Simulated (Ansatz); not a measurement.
InSb₃, space group Fm-3m, a convergence test of the plane-wave cutoff

Computed with the Python package of Ansatz (0.2.0).

`insb3.py`:
```python
# -*- coding: utf-8 -*-
import ansatz as az
from tabulate import tabulate


def main():
    cell = (
        az.Lattice.of([0.0, 3.79455, 3.79455], [3.79455, 0.0, 3.79455], [3.79455, 3.79455, 0.0])
        .atom('In', [0.0, 0.0, 0.0])
        .atom('Sb', [0.25, 0.25, 0.25])
        .atom('Sb', [0.75, 0.75, 0.75])
        .atom('Sb', [0.5, 0.5, 0.5])
    )

    calc = (
        cell.calculation()
        .functional(az.Functional.PBE)
        .kpoints(4, center='gamma')
        .occupations('Marzari-Vanderbilt')
        .stress()
    )

    rows = []
    for value in [250, 300, 350, 400]:
        data = calc.basis(value).run(threads=1).report
        rows.append((value, data['free_energy_ev'] / len(data['lattice']['sites']), data['n_iterations'], sum(data['stress_gpa'][i][i] for i in range(3)) / 3, data['n_pw']))

    print(tabulate(rows, headers=['cutoff (eV)', 'F/atom (eV)', 'iterations', 'P (GPa)', 'plane waves'], floatfmt='.4f', tablefmt='grid'))

    for row in rows[:-1]:
        shift = 1000 * (row[1] - rows[-1][1])
        print(f'{row[0]}: {shift:+.2f} meV/atom' + ('  (within 1 meV)' if abs(shift) < 1 else ''))


if __name__ == '__main__':
    main()
```

```console
$ python insb3.py
DeckWarning: basis.ecutwfc = 250 eV is below the records' recommended 420 eV, and the density's cutoff is lower with it unless basis.ecutrho_ratio is high enough to keep the records' density cutoff: compare with a run at a higher cutoff
DeckWarning: basis.ecutwfc = 300 eV is below the records' recommended 420 eV, and the density's cutoff is lower with it unless basis.ecutrho_ratio is high enough to keep the records' density cutoff: compare with a run at a higher cutoff
DeckWarning: basis.ecutwfc = 350 eV is below the records' recommended 420 eV, and the density's cutoff is lower with it unless basis.ecutrho_ratio is high enough to keep the records' density cutoff: compare with a run at a higher cutoff
DeckWarning: basis.ecutwfc = 400 eV is below the records' recommended 420 eV, and the density's cutoff is lower with it unless basis.ecutrho_ratio is high enough to keep the records' density cutoff: compare with a run at a higher cutoff
+---------------+---------------+--------------+-----------+---------------+
|   cutoff (eV) |   F/atom (eV) |   iterations |   P (GPa) |   plane waves |
+===============+===============+==============+===========+===============+
|           250 |    -6261.5446 |            7 |   -2.0117 |           941 |
+---------------+---------------+--------------+-----------+---------------+
|           300 |    -6262.5127 |            7 |   -1.3662 |          1243 |
+---------------+---------------+--------------+-----------+---------------+
|           350 |    -6262.5940 |            7 |   -1.2634 |          1639 |
+---------------+---------------+--------------+-----------+---------------+
|           400 |    -6262.5974 |            7 |   -1.2816 |          1989 |
+---------------+---------------+--------------+-----------+---------------+
250: +1052.75 meV/atom
300: +84.68 meV/atom
350: +3.35 meV/atom
```
(Warnings from the package without file and line.)

Notes:
- The mesh is modest for a metal, so energies can be off by several to tens of meV an atom and pressures by half a GPa or more; differences at equal mesh fare better.
- Pressure is positive in compression.
- This cell is a computed structure, which may not be the phase found in nature.
- Shifts are counted from the last row, which is itself no proven limit.
- Timing: 6.5 s on 1 thread of Arm Neoverse V2, with other jobs on the host, peak memory 0.41 GiB.
